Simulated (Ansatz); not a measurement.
# GaBHCl (triplet): wave-function methods side by side at distance Ga2–Cl3 = 1.682 Å, cc-pVDZ

An exercise on one series of results from a longer session: the logs are not shown, and one member is left open.

The runs use Ansatz 0.2.0, Gaussian basis; cc-pVDZ, core rule «outside noble gas», up to 20 orbitals frozen.

To be run: UHF; CCSD(T) on ROHF; CCSD(T) on UHF; BCCD(T) on ROHF; CISD; CCSDT(Q) on ROHF; CCSDT(Q) on UHF; CASSCF and MRCISD+Q, 4 electrons in 4 orbitals; CASSCF and NEVPT2, 4 electrons in 4 orbitals.

40 further runs of the same task are left out: 1 for a known fault of the program, 34 that didn't finish, 5 set aside as unsound or not needed.

**The system**

The geometry derives from a PBE0/def2-TZVP stationary point (not a proven minimum). One bond is set to the value named and the two fragments are kept rigid. No spin-orbit coupling is included. The filled d shell of Ga may be among the frozen orbitals whatever the setting's name suggests; the logs give the count.

4 atoms, charge 0, spin multiplicity 3.

Atoms are counted from 1 here; the program's logs count them from 0.

Bond lengths: B1–Ga2 1.909 Å, B1–H4 1.183 Å, Ga2–Cl3 1.682 Å. Angles: Ga2–B1–H4 148.6°, B1–Ga2–Cl3 161.5°.

Coordinates:

```
B     0.00000   -0.35433    2.16734
Ga    0.00000    0.08663    0.31040
Cl    0.00000   -0.06267   -1.36496
H     0.00000    0.01222    3.29253
```

The first run:

in.yaml reads:

```yaml
crystal:
  periodic: [false, false, false]
  atoms:
    - {symbol: B, position_ang: [0.000000, -0.354325, 2.167341]}
    - {symbol: Ga, position_ang: [0.000000, 0.086630, 0.310401]}
    - {symbol: Cl, position_ang: [0.000000, -0.062669, -1.364960]}
    - {symbol: H, position_ang: [0.000000, 0.012216, 3.292528]}
basis:
  gaussian: {orbitals: cc-pVDZ}
magnetization: {spin_polarized: true, initial_magnetization: 2}
hamiltonian: {xc: hf}
output: {orbitals: {seedname: orbitals}}
```

On the command line:

```sh
ansatz run in.yaml --threads 1 --pin off --events-out ev --progress --plain --max-ram 2393MiB
```

Among the steps run: UHF; CCSD(T) on ROHF; CCSD(T) on UHF; BCCD(T) on ROHF; CISD; CCSDT(Q) on ROHF; CCSDT(Q) on UHF; CASSCF and MRCISD+Q, 4 electrons in 4 orbitals; CASSCF and NEVPT2, 4 electrons in 4 orbitals.

One of the session's tables, all rows but one given; the rest of the session is left out.

It belongs to the step «Misses and costs». 

```
       method  from UCCSDT(Q) (kcal/mol)
         ROHF                    +178.55
          UHF                    +175.65
         RMP2                     +25.32
         UMP2                     +25.70
        RCCSD                      +5.68
        UCCSD                      +5.55
     RCCSD(T)                      +1.13
     UCCSD(T)                          ?
      BCCD(T)                      +1.12
       RCCSDT                      +0.43
       UCCSDT                      +0.36
    RCCSDT(Q)                      +0.07
    UCCSDT(Q)                          0
  CASSCF pair                    +169.68
  MRCISD pair                     +19.87
MRCISD+Q pair                      +2.87
```

Q: Estimate the row for UCCSD(T) from the others.

**Answer.** from UCCSDT(Q) (kcal/mol): +1.08. In the column «from UCCSDT(Q) (kcal/mol)» it lies between RCCSDT (+0.43) and BCCD(T) (+1.12).

Not comparable, so not listed: CISD; CASSCF and NEVPT2, 4 electrons in 4 orbitals (they don't share determinant, frozen orbitals or solution with the rows shown, or repeat one).

Limits of these values: Restricted and unrestricted rows rest on different reference determinants; where their highest levels disagree by more than a few hundredths of an eV, they describe different states and don't form one ladder. Warnings in the runs' records: passed over end.
